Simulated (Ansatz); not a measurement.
**AlF3 (SMILES F[Al](F)F) at B3LYP/6-31G(d) (Cartesian functions)**

What is the electronic atomisation energy of AlF3 at B3LYP/6-31G* (Cartesian functions)? 

Program for the calculation: Ansatz 0.2.0.

39 further runs of the same task are left out: 39 set aside as unsound or not needed.

**1. The structure to begin with**

The species is AlF3 (4 atoms), meant as a singlet with charge 0. As SMILES, `F[Al](F)F`. The shape is that of a PBE0-D4/def2-TZVP optimisation.

Bond lengths: F1–Al2 1.629 Å, Al2–F3 1.629 Å, Al2–F4 1.629 Å. Angles: F1–Al2–F3 120.0°, F1–Al2–F4 120.0°, F3–Al2–F4 120.0°.

**2. The energy at B3LYP/6-31G(d) (Cartesian functions)**

File job.yaml:

```yaml
basis:
  gaussian:
    orbitals: "6-31G*"
crystal:
  periodic: [false, false, false]
  atoms:
    - {symbol: F, position_ang: [0.859410, -0.722590, 1.180170]}
    - {symbol: Al, position_ang: [-0.000000, -0.000010, -0.000000]}
    - {symbol: F, position_ang: [-1.440740, -0.612530, -0.450110]}
    - {symbol: F, position_ang: [0.581330, 1.335130, -0.730040]}
total_charge: 0
hamiltonian:
  xc: {name: B3LYP}
accuracy: high
output:
  orbitals: {seedname: orbitals}
```

Started as:

```sh
$ ansatz run job.yaml --threads 1 --pin off --max-ram 3480MiB --events-out events.jsonl --progress --plain --runs-dir runs
```

What it wrote:

```text
Warning: RAYON_NUM_THREADS=1 ignored (pool sized by the plan → 1); use --threads N
Functional definition: B3LYP
  name "B3LYP"
  parameter a0 = 0.2
  parameter ax = 0.72
  parameter ac = 0.81
  exchange = (1 - a0 - ax)*slater_x + ax*b88_x + a0*exact_x
  correlation = (1 - ac)*vwn_rpa_c + ac*lyp_c
1196 factors; integrals over basis functions are off by at most 2.8e-9 eV
mean field evaluation 1: about -14748.0112 eV, gradient 5.9e1 eV
mean field evaluation 2: about -14739.1231 eV, gradient 9.9e1 eV
mean field evaluation 4: about -14753.1539 eV, gradient 4.1e-1 eV
mean field evaluation 8: about -14753.1987 eV, gradient 7.3e-3 eV
mean field evaluation 16: about -14753.1987 eV, gradient 3.5e-7 eV
mean field -14753.19868258 eV, -542.1700515076 hartree, gradient 2.1e-8 eV, S^2 0.000000; 0 other end points of the search recorded, 0 dependent functions left out
reference -14753.19871794 eV, -542.1700528070 hartree; 20, 20 occupied and 44, 44 virtual orbitals, 1196 factors
Total energy: -14753.19871794 eV, -542.1700528070 hartree
```

Run time: 2.7 s. Hardware: 1 thread of Arm Neoverse V2, shared host; peak memory 0.16 GiB.

**3. The Al atom, same level**

File input.yaml:

```yaml
crystal:
  periodic: [false, false, false]
  atoms:
    - {symbol: Al, position_ang: [0.000000, 0.000000, 0.000000]}
basis:
  gaussian: {orbitals: "6-31G*"}
accuracy: high
magnetization: {spin_polarized: true, initial_magnetization: 1}
hamiltonian: {xc: {name: B3LYP}}
```

Started as:

```sh
$ ansatz run input.yaml --threads 1 --pin off --max-ram 3480MiB --events-out events.jsonl --progress --plain --runs-dir runs
```

What it wrote:

```text
Warning: RAYON_NUM_THREADS=1 ignored (pool sized by the plan → 1); use --threads N
Functional definition: B3LYP
  name "B3LYP"
  parameter a0 = 0.2
  parameter ax = 0.72
  parameter ac = 0.81
  exchange = (1 - a0 - ax)*slater_x + ax*b88_x + a0*exact_x
  correlation = (1 - ac)*vwn_rpa_c + ac*lyp_c
142 factors; integrals over basis functions are off by at most 2.3e-9 eV
mean field evaluation 1: about -6595.1458 eV, gradient 1.4e0 eV
mean field evaluation 2: about -6595.1749 eV, gradient 3.3e-1 eV
mean field evaluation 4: about -6595.1756 eV, gradient 1.1e-1 eV
mean field evaluation 8: about -6595.1756 eV, gradient 7.5e-5 eV
mean field evaluation 16: about -6595.1774 eV, gradient 7.3e-2 eV
mean field evaluation 32: about -6595.1756 eV, gradient 2.6e-9 eV
mean field -6595.17564904 eV, -242.3682347314 hartree, gradient 2.6e-9 eV, S^2 0.752135; 1 other end points of the search recorded, 0 dependent functions left out
reference -6595.17567041 eV, -242.3682355171 hartree; 7, 6 occupied and 12, 13 virtual orbitals, 142 factors
Total energy: -6595.17567041 eV, -242.3682355171 hartree
```

Wall time 0.96 s (1 thread of Arm Neoverse V2, shared host).

**4. The F atom, same level**

File run.yaml:

```yaml
crystal:
  periodic: [false, false, false]
  atoms:
    - {symbol: F, position_ang: [0.000000, 0.000000, 0.000000]}
basis:
  gaussian: {orbitals: "6-31G*"}
magnetization: {spin_polarized: true, initial_magnetization: 1}
hamiltonian: {xc: {name: B3LYP}}
accuracy: high
```

Started as:

```sh
$ ansatz run run.yaml --threads 1 --pin off --max-ram 3480MiB --events-out events.jsonl --progress --plain --runs-dir runs
```

What it wrote:

```text
Warning: RAYON_NUM_THREADS=1 ignored (pool sized by the plan → 1); use --threads N
Functional definition: B3LYP
  name "B3LYP"
  parameter a0 = 0.2
  parameter ax = 0.72
  parameter ac = 0.81
  exchange = (1 - a0 - ax)*slater_x + ax*b88_x + a0*exact_x
  correlation = (1 - ac)*vwn_rpa_c + ac*lyp_c
96 factors; integrals over basis functions are off by at most 1.9e-9 eV
mean field evaluation 1: about -2713.3395 eV, gradient 4.3e0 eV
mean field evaluation 2: about -2713.3810 eV, gradient 2.5e0 eV
mean field evaluation 4: about -2713.3979 eV, gradient 1.3e-2 eV
mean field evaluation 8: about -2713.3979 eV, gradient 2.3e-4 eV
mean field -2713.39794208 eV, -99.7155351643 hartree, gradient 4.6e-9 eV, S^2 0.750978; 0 other end points of the search recorded, 0 dependent functions left out
reference -2713.39795020 eV, -99.7155354625 hartree; 5, 4 occupied and 10, 11 virtual orbitals, 96 factors
Total energy: -2713.39795020 eV, -99.7155354625 hartree
```

Run time: 0.26 s. Hardware: 1 thread of Arm Neoverse V2, shared host.

**5. Outcome**

At B3LYP/6-31G* (Cartesian functions):

| quantity | value |
| --- | --- |
| molecule: total energy | -542.17005 Eh |
| molecule: HOMO energy | -10.81 eV |
| molecule: LUMO energy | -1.58 eV |
| molecule: HOMO–LUMO gap | 9.23 eV |
| Al atom: total energy | -242.36824 Eh |
| Al atom: ⟨S²⟩ | 0.752 |
| F atom: total energy | -99.71554 Eh |
| F atom: ⟨S²⟩ | 0.751 |
| electronic atomisation energy | 17.829 eV |

Taking the molecule apart into free atoms costs 17.83 eV (411 kcal/mol), before zero-point energy and without spin-orbit coupling.
